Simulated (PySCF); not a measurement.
# TcOF2: structure of the doublet

The task is one start of a wider search on TcOF2: the doublet, from a PBE0 minimum start. It is relaxed, tested by its Hessian and followed downhill if it is a saddle.

Method: PBE0, basis Tc def2-SVP with ECP28, O def2-SVP, F def2-SVP, scalar-relativistic core potentials, no spin–orbit coupling, density fitting; program: PySCF 2.14.0.

### Step 1. Where the work starts

4 atoms, charge 0, spin multiplicity 2.

Bond lengths: Tc1–O2 1.614 Å, Tc1–F3 1.835 Å, Tc1–F4 1.835 Å. Angles: O2–Tc1–F3 124.2°, O2–Tc1–F4 124.2°, F3–Tc1–F4 111.5°.

Coordinates in bohr (charge 0 multiplicity 2):
```
Tc    0.0000    0.0000    0.1661
O     0.0000    0.0000    3.2152
F    -2.8668    0.0000   -1.7858
F     2.8668    0.0000   -1.7858
```

### Step 2. Finding the electronic state

One driver script runs all steps and calls PySCF; scf.py shows how it sets up the SCF of each step. The optimiser is the driver's own. After this first run the driver tries any further starts and a stability analysis.

File scf.py:

```python
from pyscf import gto, scf, dft
mol = gto.M(atom='''
Tc    -0.000000     0.000000     0.087890
O      0.000000     0.000000     1.701420
F     -1.517050     0.000000    -0.945000
F      1.517050     0.000000    -0.945000''',
    basis={'Tc': 'def2-SVP', 'O': 'def2-SVP', 'F': 'def2-SVP'},
    ecp={'Tc': 'def2-SVP'},
    charge=0, spin=1)
mf = dft.UKS(mol, xc='PBE0')
mf.grids.atom_grid = (50, 194)
aux = {'Tc': 'def2-universal-JKFIT', 'O': 'def2-universal-JKFIT', 'F': 'def2-universal-JKFIT'}
mf = mf.density_fit(auxbasis=aux)
mf.conv_tol = 1e-08
mf.diis_space = 10
mf.max_cycle = 60
mf.init_guess = 'minao'
mf.verbose = 4
mf.kernel()
```

On the command line:

```
OMP_NUM_THREADS=2 python axn.py task.json out
```

Output:

```text
init E= -346.786485579256
[... the frontier-level lines of each cycle are left out ...]
cycle= 1 E= -355.007757968875  delta_E= -8.22  |g|= 0.83  |ddm|= 2.27
cycle= 2 E= -353.105162127846  delta_E=  1.9  |g|= 2.38  |ddm|= 1.78
cycle= 3 E= -355.165104923622  delta_E= -2.06  |g|= 0.457  |ddm|= 1.51
cycle= 4 E= -355.236810864338  delta_E= -0.0717  |g|= 0.182  |ddm|= 0.398
cycle= 5 E= -355.24841908126  delta_E= -0.0116  |g|= 0.0533  |ddm|= 0.161
cycle= 6 E= -355.24979315873  delta_E= -0.00137  |g|= 0.00627  |ddm|= 0.0519
cycle= 7 E= -355.249837178783  delta_E= -4.4e-05  |g|= 0.00234  |ddm|= 0.0138
cycle= 8 E= -355.249848326793  delta_E= -1.11e-05  |g|= 0.00144  |ddm|= 0.00778
cycle= 9 E= -355.249852012811  delta_E= -3.69e-06  |g|= 0.000427  |ddm|= 0.00455
cycle= 10 E= -355.249852549021  delta_E= -5.36e-07  |g|= 0.000233  |ddm|= 0.00149
cycle= 11 E= -355.249852683291  delta_E= -1.34e-07  |g|= 4.24e-05  |ddm|= 0.00105
cycle= 12 E= -355.249852686345  delta_E= -3.05e-09  |g|= 8.63e-06  |ddm|= 0.000151
Extra cycle  E= -355.249852686295  delta_E= 4.96e-11  |g|= 2.09e-05  |ddm|= 2.73e-05
converged SCF energy = -355.249852686295  <S^2> = 0.75568272  2S+1 = 2.0056747
```

This step, with its further starts and checks, took 20 s on 2 threads of Arm Neoverse N1, shared host.

The starts that the driver tried:

```csv
start,energy (Eh)
the minimal-basis guess,-355.249853
a thermally smeared density,-355.258846
a smeared PBE density,-355.258846
```

The first run landed in a state that is too high. Following the other starts and the instabilities gains 23.6 kJ/mol (-355.25885 Eh), and the work goes on from there.

### Step 3. Relaxing the doublet from the PBE0 minimum start

The program finds C2v symmetry in the start, which this walk keeps.

scf.py, as its differences from that of step 2:

```diff
@@ -3 +3 @@
-Tc    -0.000000     0.000000     0.087890
+Tc     0.000000     0.000000     0.087890
@@ -17 +16,0 @@
-mf.init_guess = 'minao'
```

Steps of the walk:

```csv
step,energy (Eh),change (kJ/mol),largest symmetric gradient (Eh/bohr)
0,-355.258846,0.00,0.00120
1,-355.258851,-0.01,0.00079
2,-355.258853,-0.02,0.00021
```

The walk took 8.7 s.

After 2 steps and 0.0 kJ/mol it ends at C2v: Tc–F 1.834 Å (×2), Tc–O 1.613 Å; F–Tc–F 111.3°, F–Tc–O 124.4° (×2).

### Step 4. Vibrations and properties at this point

The point is checked on the finer grid, and tightened if its gradient asks for it. The Hessian and the dipole derivatives come from central differences of analytic gradients, with steps of 0.02 bohr.

scf.py, as its differences from that of step 3:

```diff
@@ -3,4 +3,4 @@
-Tc     0.000000     0.000000     0.087890
-O      0.000000     0.000000     1.701420
-F     -1.517050     0.000000    -0.945000
-F      1.517050     0.000000    -0.945000''',
+Tc     0.000000     0.000000     0.089141
+O      0.000000     0.000000     1.701744
+F     -1.514189     0.000000    -0.947378
+F      1.514189     0.000000    -0.947378''',
@@ -11 +11 @@
-mf.grids.atom_grid = (50, 194)
+mf.grids.atom_grid = (75, 302)
@@ -14 +14 @@
-mf.conv_tol = 1e-08
+mf.conv_tol = 1e-10
```

This SCF starts from the last density.

Log of the central SCF (cycles and frontier levels):

```text
init E= -355.258954946709
[... the frontier-level lines of each cycle are left out ...]
cycle= 1 E= -355.258954946251  delta_E= 4.57e-10  |g|= 3.89e-05  |ddm|= 3.7e-05
cycle= 2 E= -355.258954943388  delta_E= 2.86e-09  |g|= 9.56e-05  |ddm|= 8.68e-05
cycle= 3 E= -355.258954946696  delta_E= -3.31e-09  |g|= 1.78e-05  |ddm|= 6.43e-05
cycle= 4 E= -355.258954946817  delta_E= -1.21e-10  |g|= 2.63e-07  |ddm|= 1.07e-05
cycle= 5 E= -355.258954946816  delta_E= 9.09e-13  |g|= 1.11e-07  |ddm|= 2.19e-06
Extra cycle  E= -355.258954946818  delta_E= -1.71e-12  |g|= 8.55e-08  |ddm|= 3.04e-07
converged SCF energy = -355.258954946818  <S^2> = 0.76017008  2S+1 = 2.0101444
```

The whole step took 85 s.

Geometry: C2v; Tc–F 1.835 Å (×2), Tc–O 1.613 Å; F–Tc–F 111.2°, F–Tc–O 124.4° (×2).

Harmonic modes (main isotopes):

| symmetry | ω (cm⁻¹) | IR (km/mol) |
| --- | --- | --- |
| a1 | 155 | 10.0 |
| b1 | 171 | 11.5 |
| b2 | 217 | 17.5 |
| a1 | 680 | 78.5 |
| b2 | 698 | 135 |
| a1 | 1133 | 168 |

All wavenumbers are real: a minimum.

Properties at this point:

```yaml
Dipole_moment: 0.72 D
Highest_occupied_level: -7.37 eV
Lowest_empty_level: -3.85 eV
Rotational_constants: 0.2076, 0.1935, 0.1001 cm⁻¹
Zero-point_energy: 18.3 kJ/mol
Principal_polarisabilities: 28.4, 29.1, 36.6 bohr³
Atomisation_energy_without_zero-point_energy: 1482 kJ/mol
Principal_traceless_quadrupole_moments_about_the_centre_of_mass: -2.23, -1.67, 3.90 D Å
Entropy_at_298.15_K_and_1_bar_electronic_part_spin_only: 310.5 J/(mol K)
Heat_capacity_Cp_at_298.15_K: 64.8 J/(mol K)
Enthalpy_at_298.15_K_above_0_K: 15.25 kJ/mol
Rotational_symmetry_number: 2
Spin_squared_⟨S²⟩: 0.760
```

Populations by atom (charges in e):

```json
{"atom": "Tc1", "Mulliken": "1.04", "Löwdin": "0.31", "polar tensor": "1.86", "spin (Mulliken)": "1.01", "Mayer order to Tc1": "–"}
{"atom": "O2", "Mulliken": "-0.31", "Löwdin": "-0.01", "polar tensor": "-0.66", "spin (Mulliken)": "-0.11", "Mayer order to Tc1": "2.25"}
{"atom": "F3,4", "Mulliken": "-0.37", "Löwdin": "-0.15", "polar tensor": "-0.60", "spin (Mulliken)": "0.05", "Mayer order to Tc1": "1.00"}
```

Outer orbital energies (eV). α occupied: -13.47, -13.38, -12.29, -12.20, -12.02, -11.67, -8.41, -7.68; empty: -3.85, -2.59, -2.06, 0.27. β occupied: -13.89, -13.28, -12.56, -12.28, -12.01, -11.99, -11.76, -7.37; empty: -3.61, -3.46, -2.21, -1.65.

Mulliken populations on Tc1 (outside its core potential): s 2.49, p 6.32, d 5.09, f 0.06.

### Step 5. Summary of results

| quantity | value |
| --- | --- |
| minimum | doublet, C2v |
| geometry | Tc–F 1.835 Å (×2), Tc–O 1.613 Å; F–Tc–F 111.2°, F–Tc–O 124.4° (×2) |
| wavenumbers (cm⁻¹) | 155 (a1), 171 (b1), 217 (b2), 680 (a1), 698 (b2), 1133 (a1) |
| dipole moment | 0.72 D |
| highest occupied, lowest empty level (either spin) | -7.37, -3.85 eV |
| polar-tensor charge of Tc1 | +1.86 e |
| zero-point energy | 18.3 kJ/mol |
| entropy at 298.15 K | 310.5 J/(mol K) |
| atomisation energy (no zero-point energy) | 1482 kJ/mol |
| ⟨S²⟩ | 0.760 |

The molecule stays C2v, as typed, and the end point is a minimum. In the infrared the band at 1133 cm⁻¹ (a1, stretch) leads. Most of the spin sits on Tc1 (Mulliken spin 1.01, against 1 for the whole molecule). The first SCF alone would have been 24 kJ/mol too high. Only this shape and spin were tried, so other structures or states may lie lower. Open d and f shells are described by one determinant, and the ground state may have another occupation or spin.

The search up to here took 1.9 min.
